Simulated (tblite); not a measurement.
# C5H14FGeN: the cost of one run

Programs: tblite 0.8.0 and PySCF 2.14.0, with density-fitted response routines of our own. Each step states its level of theory. These are calculated values for one molecule in the gas phase, unless marked as measured. Atoms are numbered from 0 throughout.

### 1 Starting geometry

22 atoms, charge 0, multiplicity 1; geometry from: force field or distance geometry start.

Bonds of the start (Å): C0–C1 1.51, C1–N2 1.45, N2–Ge3 1.88, Ge3–C4 1.95, C4–F5 1.37, C4–C6 1.52, C6–C7 1.50, C0–H8 1.10, C0–H9 1.13, C0–H10 1.11, C1–H11 1.12, C1–H12 1.11, N2–H13 1.05, Ge3–H14 1.54, Ge3–H15 1.54, C4–H16 1.13, C6–H17 1.12, C6–H18 1.10, C7–H19 1.13, C7–H20 1.13, C7–H21 1.10.

### 2 Relaxing the molecule with GFN2-xTB

The job: settings as JSON, then the geometry in Å.

```
{"job": {"kind": "relax", "xc": "GFN2-xTB", "basis": "xTB"}, "charge": 0, "multiplicity": 1}
C      3.131100     0.592700    -0.192800
C      2.640500    -0.707100     0.387600
N      1.449400    -0.461800     1.169900
Ge     0.051200     0.262800     0.147800
C     -1.360600    -1.081500     0.072200
F     -1.657100    -1.536600     1.333400
C     -2.543500    -0.415200    -0.608900
C     -2.958900     0.761200     0.222500
H      2.303900     1.157500    -0.646300
H      3.464600     1.226200     0.682100
H      3.974400     0.442600    -0.896400
H      3.390200    -1.121100     1.113400
H      2.412300    -1.450600    -0.401000
H      1.746600     0.181400     1.942800
H     -0.536500     1.548000     0.754700
H      0.476000     0.528600    -1.303900
H     -1.027400    -1.973100    -0.533500
H     -2.230600    -0.032300    -1.612300
H     -3.392700    -1.114100    -0.676500
H     -4.033400     0.591400     0.512800
H     -2.894400     1.746700    -0.318800
H     -2.415700     0.874100     1.173100
```

The run is started by

```
$ OMP_NUM_THREADS=1 python probes_run.py task.json out
```

This one command runs all jobs of the session in turn.

Q: Estimate the wall time and peak memory of this first job on 1 thread of Arm Neoverse N1, shared host.

About 4.1 s, with a peak of 0.18 GiB.
